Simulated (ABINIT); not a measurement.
# CsLiCr2Te2S3 (R32) in ABINIT: band structure with LDA

Aim: the band structure of CsLiCr2Te2S3 with LDA.

Everything below comes from runs of ABINIT 10.8.3 (patched build). Logs are shortened: lines on timing, memory, paths and dates and some standing lists are left out, and cuts for length are marked. The log counts tension as positive stress, the text compression.

**1. The crystal as given**

It takes space group R32 (No. 155, trigonal). The conventional cell has a = 6.639 Å, b = 6.639 Å, c = 20.639 Å, α = 90.00°, β = 90.00°, γ = 120.00°. Around Cs (site symmetry 32) lie 6 Te at 3.84 Å and 6 S at 4.04 Å and 2 Cr at 4.16 Å. Around Li (site symmetry 32) lie 3 S at 2.41 Å. Cr (site symmetry 3) is surrounded by 3 S at 2.24 Å and 1 Te at 2.45 Å. Te (site symmetry 3) is surrounded by 1 Cr at 2.45 Å. Around S (site symmetry 2) lie 2 Cr at 2.24 Å and 1 Li at 2.41 Å.

The cell was built by a generator and needn't be a form met in nature.

**2. Band structure, LDA, collinear spin, ferromagnetic start**

The input, run.abi:

```
# Datasets: ground state, then fixed potential
ndtset 2

# Pseudopotentials
pp_dirpath "./"
pseudos "Cs.GGA_PBE-JTH.xml, Li.GGA_PBE-JTH.xml, Cr.GGA_PBE-JTH.xml, Te.GGA_PBE-JTH.xml, S.GGA_PBE-JTH.xml"

# Structure
acell 7.8754149077 7.8754149077 7.8754176027 Angstrom
rprim
     0.4214749367     0.2433382904     0.8735819104
    -0.4214749367     0.2433382904     0.8735819104
     0.0000000000    -0.4866776841     0.8735816114
ntypat 5
znucl 55 3 24 52 16
natom 9
typat 1 2 3 3 4 4 5 5 5
xred
     0.0000000000     0.0000000000     0.0000000000
     0.5000000000     0.5000000000     0.5000000000
     0.7984800000     0.7984800000     0.7984800000
     0.2015200000     0.2015200000     0.2015200000
     0.6799000000     0.6799000000     0.6799000000
     0.3201000000     0.3201000000     0.3201000000
     0.1362600000     0.8637400000     0.5000000000
     0.5000000000     0.1362600000     0.8637400000
     0.8637400000     0.5000000000     0.1362600000

# Plane-wave basis
ecut 26.0
pawecutdg 48.0

# Exchange and correlation
ixc 7

# Bands and occupations
occopt 3
tsmear 0.05 eV

# Spin
nsppol 2
spinat
     0.0000000000     0.0000000000     0.0000000000
     0.0000000000     0.0000000000     0.0000000000
     0.0000000000     0.0000000000     3.0000000000
     0.0000000000     0.0000000000     3.0000000000
     0.0000000000     0.0000000000     0.0000000000
     0.0000000000     0.0000000000     0.0000000000
     0.0000000000     0.0000000000     0.0000000000
     0.0000000000     0.0000000000     0.0000000000
     0.0000000000     0.0000000000     0.0000000000

# SCF cycle
nstep 100

# Output
iomode 3
prtwf 0
prteig 0
prtebands 0
enunit 1
prtden1 1

# Dataset 1
kptopt1 1
ngkpt1 4 4 4
nshiftk1 1
shiftk1 0.0 0.0 0.0
nband1 44
tolvrs1 1.0e-9

# Dataset 2: bands along G-L-B1
iscf2 -2
getden2 1
nband2 50
nbdbuf2 4
tolwfr2 1.0e-11
kptopt2 -2
ndivsm2 8
prteig2 1
prtvol2 -3
kptbounds2
     0.0000000000     0.0000000000     0.0000000000
     0.5000000000     0.0000000000     0.0000000000
     0.5000000000     0.2183944418    -0.2183944418
```

Potentials or basis: JTH PAW PBE v2.0.

The run is started by

```
> mpirun --bind-to none -np 4 abinit run.abi > log 2>&1
```

run.abo:

```text
.Version 10.8.3 of ABINIT
 DATASET    1 : space group R3 2 (#155); Bravais hR (rhombohedral)
================================================================================
 Values of the parameters that define the memory need for DATASET  1.
     intxc =       0    ionmov =       0      iscf =      17    lmnmax =      18
     lnmax =       6     mgfft =      72  mpssoang =       3    mqgrid =    3265
     natom =       9  nloc_mem =       2    nspden =       2   nspinor =       1
    nsppol =       2      nsym =       6    n1xccc =       1    ntypat =       5
    occopt =       3   xclevel =       1
       mpw =       11239          nfft =      373248          nkpt =          13
Pmy_natom=         3
 PAW method is used; the additional fine FFT grid is defined by:
   mgfftf=        96    nfftf =    884736
================================================================================
================================================================================

 DATASET    2 : space group R3 2 (#155); Bravais hR (rhombohedral)
================================================================================
 Values of the parameters that define the memory need for DATASET  2.
     intxc =       0    ionmov =       0      iscf =      -2    lmnmax =      18
     lnmax =       6     mgfft =      72  mpssoang =       3    mqgrid =    3265
     natom =       9  nloc_mem =       2    nspden =       2   nspinor =       1
    nsppol =       2      nsym =       6    n1xccc =       1    ntypat =       5
    occopt =       3   xclevel =       1
       mpw =       11235          nfft =      373248          nkpt =          20
Pmy_natom=         3
 PAW method is used; the additional fine FFT grid is defined by:
   mgfftf=        96    nfftf =    884736
================================================================================
================================================================================

--------------------------------------------------------------------------------
------------- Echo of variables that govern the present computation ------------
--------------------------------------------------------------------------------
 -outvars: echo values of preprocessed input variables --------
            acell      1.4882379001E+01  1.4882379001E+01  1.4882379001E+01 Bohr
              amu      1.32905430E+02  6.94100000E+00  5.19961000E+01
                       1.27600000E+02  3.20660000E+01
             ecut      2.60000000E+01 Hartree
           enunit           1
           getden1          0
           getden2          1
             iscf1         17
             iscf2         -2
              ixc           7
           jdtset        1    2
           kptopt1          1
           kptopt2         -2
         kptrlatt        4    0    0      0    4    0      0    0    4
          kptrlen1     5.01803969E+01
          kptrlen2     3.00000000E+01
[... 1364 lines left out ...]
 kpt#   2, nband= 50, wtk=  1.00000, kpt=  0.0455  0.0000  0.0000 (reduced coord)
 -70.70458  -70.70435  -45.66087  -42.56003  -42.55928  -42.37665  -42.37663  -42.37302
 -42.37300  -21.87599  -13.56607  -12.89989  -12.89758  -11.30185  -10.66093   -8.75106
  -8.74662   -8.72356   -5.30459   -4.50178   -4.48457   -3.98858   -3.98030   -3.82300
  -3.60884   -3.34153   -3.30065   -2.75655   -2.69742   -2.69164   -2.38828   -0.88450
  -0.86673   -0.11632   -0.11551    0.19811    0.22941    0.30018    0.92812    0.94745
   1.94539    2.16498    2.19095    2.68359    4.16881    4.23844    4.36207    4.44954
   5.18124    5.56909
 kpt#   3, nband= 50, wtk=  1.00000, kpt=  0.0909  0.0000  0.0000 (reduced coord)
[... 129 lines left out ...]
 -42.37274  -21.87452  -13.25306  -13.19123  -12.96113  -11.12916  -11.03969   -8.68458
  -8.63820   -8.60638   -5.05594   -4.92211   -4.42480   -4.14762   -3.90328   -3.56268
  -3.45769   -3.41870   -3.21424   -2.84816   -2.75205   -2.54579   -1.99520   -1.45689
  -0.99094    0.04960    0.12636    0.33210    0.48718    0.85484    0.91841    1.18351
   1.24375    1.35268    1.59355    3.92875    4.10144    4.10420    4.13878    4.37446
   4.60713    4.83433
 kpt#  20, nband= 50, wtk=  1.00000, kpt=  0.5000  0.2184 -0.2184 (reduced coord)
 -70.70449  -70.70444  -45.66088  -42.55974  -42.55959  -42.37690  -42.37523  -42.37442
 -42.37275  -21.87455  -13.28871  -13.15740  -12.95749  -11.17466  -10.98929   -8.68593
  -8.65689   -8.59363   -5.10812   -4.84607   -4.42326   -4.14883   -3.89672   -3.55608
  -3.46473   -3.42167   -3.19154   -2.88392   -2.77907   -2.51561   -2.04630   -1.43033
  -0.99964    0.01664    0.11842    0.31015    0.47003    0.83730    0.87366    1.22187
   1.23877    1.33035    1.61486    3.99466    4.13447    4.17559    4.19506    4.39539
   4.71399    4.96256

== END DATASET(S) ==============================================================
================================================================================

 -outvars: echo values of variables after computation  --------
            acell      1.4882379001E+01  1.4882379001E+01  1.4882379001E+01 Bohr
           etotal1    -2.5105629068E+02
            fcart1    -0.0000000000E+00  9.6373526443E-20  8.7439837964E-20
                      -0.0000000000E+00  9.6373526443E-20  8.7439837964E-20
                      -9.4466212282E-20 -6.1447881913E-10  1.2681824128E-03
                       9.4466212282E-20  6.1447881932E-10 -1.2681824128E-03
                      -5.8955061201E-19 -3.4255761387E-09  7.0698212513E-03
                       5.8955061201E-19  3.4255761389E-09 -7.0698212513E-03
                      -7.2146489991E-03 -5.8440324141E-10 -2.8345944519E-16
                       3.6073250057E-03 -6.2480690204E-03 -3.0274083875E-09
                       3.6073239935E-03  6.2480696048E-03  3.0274086705E-09
            rprim      4.2147490833E-01  2.4333827402E-01  8.7358192864E-01
                      -4.2147494776E-01  2.4333820574E-01  8.7358192864E-01
                       3.9421988055E-08 -4.8667774961E-01  8.7358157492E-01
           strten1     1.3062679864E-04  1.3062679864E-04  1.1419305142E-04
                       7.9627272375E-12  0.0000000000E+00  0.0000000000E+00
           xangst      0.0000000000E+00  0.0000000000E+00  0.0000000000E+00
                       2.9225701705E-17 -5.0002708135E-06  1.0319730000E+01
                       4.7634747513E-16 -7.9852324781E-06  1.6480196021E+01
                      -2.4008678405E-17 -2.0153091487E-06  4.1592639793E+00
                       1.8530178995E-16 -6.7993682523E-06  1.4032768854E+01
                      -7.6106141168E-17 -3.2011733750E-06  6.6066911461E+00
                      -2.4147173148E+00 -5.1958684964E-06  1.0319730000E+01
                       1.2073588268E+00 -2.0912114401E+00  1.0319728987E+01
                       1.2073584880E+00  2.0912016351E+00  1.0319731013E+01
             xred      0.0000000000E+00  0.0000000000E+00  0.0000000000E+00
                       5.0000000000E-01  5.0000000000E-01  5.0000000000E-01
                       7.9848000000E-01  7.9848000000E-01  7.9848000000E-01
                       2.0152000000E-01  2.0152000000E-01  2.0152000000E-01
                       6.7990000000E-01  6.7990000000E-01  6.7990000000E-01
                       3.2010000000E-01  3.2010000000E-01  3.2010000000E-01
                       1.3626000000E-01  8.6374000000E-01  5.0000000000E-01
                       5.0000000000E-01  1.3626000000E-01  8.6374000000E-01
                       8.6374000000E-01  5.0000000000E-01  1.3626000000E-01
 Calculation completed.
```

Run time: 27 min. Hardware: 4 MPI ranks of Arm Neoverse N1, shared host; peak memory 2.2 GiB.

What came out:

| Item | Value |
| --- | --- |
| Free energy | -6831.5897 eV |
| Pressure | -3.7 GPa |
| Largest force | 0.371 eV/Å |
| Band gap on the k mesh | none (metal or under the smearing width) |
| Net moment | 4.00 μB per cell |
| Site moments | Cs -0.00; Li +0.00; Cr +2.05; Te -0.15; S -0.04 μB |
| Valence electrons inside the program's atomic spheres | Cs 5.35; Li 2.06; Cr 12.10; Te 3.14; S 3.58 |

Forces in eV/Å, atoms in the order of the input:
```
Cs   0.000  0.000  0.000
Li   0.000  0.000  0.000
Cr   0.000  0.000  0.065
Cr   0.000  0.000 -0.065
Te   0.000  0.000  0.364
Te   0.000  0.000 -0.364
S   -0.371  0.000  0.000
S    0.185 -0.321  0.000
S    0.185  0.321  0.000
```

Stress tensor (GPa, compression positive):
```
-3.84  0.00  0.00
 0.00 -3.84  0.00
 0.00  0.00 -3.36
```

Levels at the corners of the path, in eV from the Fermi level:
Spin up:
```
point  band 35  band 36  band 37  band 38  band 39  band 40
    Γ    -0.49    -0.13    -0.13     0.03     0.32     0.32
    L    -0.50    -0.18    -0.17     0.38     0.73     0.75
   B1    -0.67    -0.39    -0.22     0.30     0.34     0.83
```
Spin down:
```tsv
point	band 30	band 31	band 32	band 33	band 34	band 35	band 36	band 37
Γ	-2.06	-1.75	-0.22	-0.22	0.52	0.52	0.84	0.84
L	-1.67	-1.48	-0.92	-0.80	0.55	0.87	1.01	1.36
B1	-1.88	-1.41	-0.79	-0.36	0.65	0.76	0.95	1.11
```

Caveat: the PAW data sets were made with another functional, which shifts forces and pressure a little; spin-orbit coupling is left out, which moves the levels of the heavy elements; only a ferromagnetic start was run, and an antiferromagnetic order may lie lower in energy. With open d or f shells a metallic result of LDA can be an artefact of self-interaction; +U or a hybrid may open a gap.
